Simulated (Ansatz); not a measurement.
MoI:

```
CELL_PARAMETERS angstrom
0.00000 3.17885 3.17885
3.17885 0.00000 3.17885
3.17885 3.17885 0.00000
ATOMIC_POSITIONS crystal
Mo 0.00000 0.00000 0.00000
I 0.75000 0.75000 0.75000
```

The cell was built by a generator and needn't be a form met in nature.

* Program: Ansatz 0.2.0
* Task: relaxation of cell and atoms
* Functional: PBE
* Potentials or basis: Ansatz PAW
* Cutoff: 420 eV (not typed: the program's choice for these potentials)
* k mesh: 7 × 7 × 7
* Occupations: fermi-dirac, width 0.05 eV
* Spin: no spin polarisation

At the start: volume 32.12 Å³/atom.

Question: How do energy, volume and symmetry change on relaxing?

Answer: It ends after 5 steps and the volume is 28.19 Å³/atom (-12.2 %); space group F-43m (No. 216, to 0.05 Å).

Step by step:
| step | energy change (eV) | largest force (eV/Å) | volume (Å³) |
| --- | --- | --- | --- |
| 1 | 0.0000 | 0.0000 | 64.25 |
| 2 | -0.2035 | 0.0000 | 55.30 |
| 3 | -0.2080 | 0.0000 | 56.71 |
| 4 | -0.2086 | 0.0000 | 56.39 |
| 5 | -0.2074 | 0.0000 | 56.39 |

Final structure:
```cif
data_structure
_symmetry_space_group_name_H-M 'P 1'
_symmetry_Int_Tables_number 1
_cell_length_a 4.3043
_cell_length_b 4.3043
_cell_length_c 4.3043
_cell_angle_alpha 60.000
_cell_angle_beta 60.000
_cell_angle_gamma 60.000
_cell_volume 56.39
loop_
_atom_site_label
_atom_site_type_symbol
_atom_site_fract_x
_atom_site_fract_y
_atom_site_fract_z
_atom_site_occupancy
Mo1 Mo 0.00000 0.00000 0.00000 1
I1 I 0.75000 0.75000 0.75000 1
```

Caveat: the plane-wave basis is chosen anew once the cell has moved, so the energies of steps on either side of that aren't comparable; an odd number of electrons without spin polarisation forces a metal; a magnetic or distorted state may lie lower.
